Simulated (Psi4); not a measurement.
# SiNH2F2 (SMILES [NH][SiH](F)F): U-wB97M-V/def2-SVPD

What is the vertical electron affinity of SiNH2F2 at U-wB97M-V/def2-SVPD? 

The results are computed with Psi4 1.11.

2 further runs of the same task are left out: 2 set aside as unsound or not needed.

### Step 1. Starting point

The species is SiNH2F2 (6 atoms), meant as a doublet with charge 0. SMILES: `[NH][SiH](F)F`. The coordinates come from a PBE0-D4/def2-TZVP relaxation. This is one conformer, not always the lowest.

Bond lengths: N1–Si2 1.727 Å, Si2–F3 1.580 Å, Si2–F4 1.587 Å, N1–H5 1.021 Å, Si2–H6 1.473 Å. Angles: N1–Si2–F3 107.9°, N1–Si2–F4 114.0°, F3–Si2–F4 106.4°, N1–Si2–H6 109.2°, F3–Si2–H6 109.9°, F4–Si2–H6 109.3°, Si2–N1–H5 116.5°.

### Step 2. The energy at U-wB97M-V/def2-SVPD

Input file f2h2nsi.xyz:

```xyz
6
F2H2NSi
N     -0.025400     1.001700    -0.903700
Si     0.188000    -0.244900     0.273000
F      1.578700    -0.941400    -0.004700
F     -0.908600    -1.390200     0.207400
H     -0.977800     1.156700    -1.236500
H      0.187200     0.354100     1.618300
```

Input file run.py:

```python
import psi4

psi4.set_memory(2200000000)
psi4.set_num_threads(1)
psi4.core.set_output_file('output.dat', False)

with open('f2h2nsi.xyz') as f:
    atoms = ''.join(f.readlines()[2:])
mol = psi4.geometry('0 2\n' + atoms + 'symmetry c1\nno_reorient\nno_com')

options = {'basis': 'def2-SVPD', 'reference': 'uks', 'puream': True, 'e_convergence': 1e-09, 'd_convergence': 1e-08, 'scf_type': 'pk', 'dft_radial_points': 99, 'dft_spherical_points': 590, 'maxiter': 100}
psi4.set_options(options)

E, wfn = psi4.energy('WB97M-V', molecule=mol, return_wfn=True)
print(f'total energy {E:.8f} hartree = {E * 27.211386:.5f} eV')
```

Started as:

```
$ python run.py
```

output.dat, cut to the lines that bear on the results:

```text
[...]
  Running in c1 symmetry.
[...]
  Nuclear repulsion =  175.745953143268281
[...]
  Multiplicity = 2
[...]
  Nalpha       = 21
  Nbeta        = 20
[...]
    Number of basis functions: 106
[...]
   @UKS iter   1:  -544.67921448725997   -6.37841e-01   5.69746e-03 ADIIS/DIIS
[...]
   @UKS iter  18:  -544.84593772371784   -1.70530e-12   3.35274e-09 DIIS
[...]
   @S^2 Observed:                7.531113258E-01
[...]
    Orbital Energies [Eh]
    ---------------------
    Alpha Occupied:
       1A    -66.508191     2A    -24.934915     3A    -24.932170
       4A    -14.570768     5A     -5.541631     6A     -3.862003
       7A     -3.860073     8A     -3.857817     9A     -1.340181
      10A     -1.319153    11A     -0.986352    12A     -0.705834
      13A     -0.633143    14A     -0.617669    15A     -0.610475
      16A     -0.575093    17A     -0.562992    18A     -0.550166
      19A     -0.501631    20A     -0.449439    21A     -0.439297
    Alpha Virtual:
      22A      0.053364    23A      0.090552    24A      0.095668
      25A      0.115967    26A      0.144379    27A      0.149084
[...]
  @UKS Final Energy:  -544.84593772371784
   => Energetics <=
    Nuclear Repulsion Energy =            175.7459531432682809
    One-Electron Energy =               -1103.9997002381999209
    Two-Electron Energy =                 420.0714595728726977
    DFT Exchange-Correlation Energy =     -36.8334708666666586
    Empirical Dispersion Energy =           0.0000000000000000
    VV10 Nonlocal Energy =                  0.1698206650078222
    Total Energy =                       -544.8459377237178387
[...]
 Multipole Moments:
 ------------------------------------------------------------------------------------
     Multipole            Electronic (a.u.)      Nuclear  (a.u.)        Total (a.u.)
 ------------------------------------------------------------------------------------
 L = 1.  Multiply by 2.5417464519 to convert [e a0] to [Debye]
 Dipole X            :        -15.1512011           14.5404977           -0.6107034
 Dipole Y            :         30.4560658          -30.0283151            0.4277508
 Dipole Z            :          0.6924450           -0.5627604            0.1296846
 Magnitude           :                                                    0.7568008
[...]
```

Standard output:

```text
total energy -544.84593772 hartree = -14826.01312 eV
```

Wall time 4.2 min (1 thread of Intel Xeon Platinum 8259CL at 2.50GHz (Skylake/Cascade Lake), shared host); peak memory 1.2 GiB.

### Step 3. The singlet anion

Input file f2h2nsi.in:

```
memory 2200 mb

molecule mol {
  -1 1
  N
  Si 1 r2
  F 2 r3 1 a3
  F 2 r4 3 a4 1 d4
  H 1 r5 2 a5 3 d5
  H 2 r6 3 a6 4 d6

  r2 = 1.727476
  r3 = 1.579961
  a3 = 107.88634
  r4 = 1.586993
  a4 = 106.4282
  d4 = 122.77384
  r5 = 1.020709
  a5 = 116.54767
  d5 = 144.56884
  r6 = 1.472628
  a6 = 109.8986
  d6 = 118.27165
  symmetry c1
}

set basis def2-SVPD
set puream true
set e_convergence 1e-09
set d_convergence 1e-08
set scf_type pk
set dft_radial_points 99
set dft_spherical_points 590

energy_value = energy("wb97m-v")
```

Started as:

```
$ psi4 -i f2h2nsi.in -o f2h2nsi.out -n 1
```

f2h2nsi.out, cut to the lines that bear on the results:

```text
[...]
  Running in c1 symmetry.
[...]
  Nuclear repulsion =  175.745952744507747
[...]
  Multiplicity = 1
[...]
  Nalpha       = 21
  Nbeta        = 21
[...]
    Number of basis functions: 106
[...]
   @RKS iter   1:  -544.58131834927030   -5.39945e-01   8.22902e-03 DIIS/ADIIS
[...]
   @RKS iter  13:  -544.92904353930930   -1.62572e-11   5.27450e-09 DIIS
[...]
    Orbital Energies [Eh]
    ---------------------
    Doubly Occupied:
       1A    -66.263499     2A    -24.730887     3A    -24.728088
       4A    -14.220692     5A     -5.295968     6A     -3.617476
       7A     -3.614283     8A     -3.610763     9A     -1.136526
      10A     -1.116519    11A     -0.641623    12A     -0.489416
      13A     -0.428056    14A     -0.406638    15A     -0.392796
      16A     -0.366062    17A     -0.353127    18A     -0.310968
      19A     -0.245440    20A     -0.123336    21A     -0.086696
[...]
  @RKS Final Energy:  -544.92904353930930
   => Energetics <=
    Nuclear Repulsion Energy =            175.7459527445077470
    One-Electron Energy =               -1113.8809718451716435
    Two-Electron Energy =                 429.9829242219540220
    DFT Exchange-Correlation Energy =     -36.9489424221003020
    Empirical Dispersion Energy =           0.0000000000000000
    VV10 Nonlocal Energy =                  0.1719937615008296
    Total Energy =                       -544.9290435393093048
[...]
 Multipole Moments:
 ------------------------------------------------------------------------------------
     Multipole            Electronic (a.u.)      Nuclear  (a.u.)        Total (a.u.)
 ------------------------------------------------------------------------------------
 L = 1.  Multiply by 2.5417464519 to convert [e a0] to [Debye]
 Dipole X            :         -2.2477704            1.8490650           -0.3987054
 Dipole Y            :         -1.9199810            2.1156366            0.1956556
 Dipole Z            :          4.3200810           -2.6554614            1.6646196
 Magnitude           :                                                    1.7228481
[...]
```

It took 2.8 min on 1 thread of Intel Xeon Platinum 8259CL at 2.50GHz (Skylake/Cascade Lake), shared host; peak memory 1.2 GiB.

### Step 4. Summary of results

At U-wB97M-V/def2-SVPD:

```
                                                            quantity          value
                                       doublet SiNH2F2: total energy  -544.84594 Eh
                                      doublet SiNH2F2: dipole moment         1.92 D
                 doublet SiNH2F2: HOMO energy (highest over α and β)      -11.32 eV
                  doublet SiNH2F2: LUMO energy (lowest over α and β)       -2.24 eV
                                               doublet SiNH2F2: ⟨S²⟩          0.753
                                         singlet anion: total energy  -544.92904 Eh
                                          singlet anion: HOMO energy       -2.36 eV
                                          singlet anion: LUMO energy        5.77 eV
singlet anion: HOMO–LUMO gap (to an unbound level, set by the basis)        8.13 eV
                   vertical electron affinity (to the singlet anion)       2.261 eV
```

At fixed nuclei the extra electron is bound by 2.26 eV (218 kJ/mol).
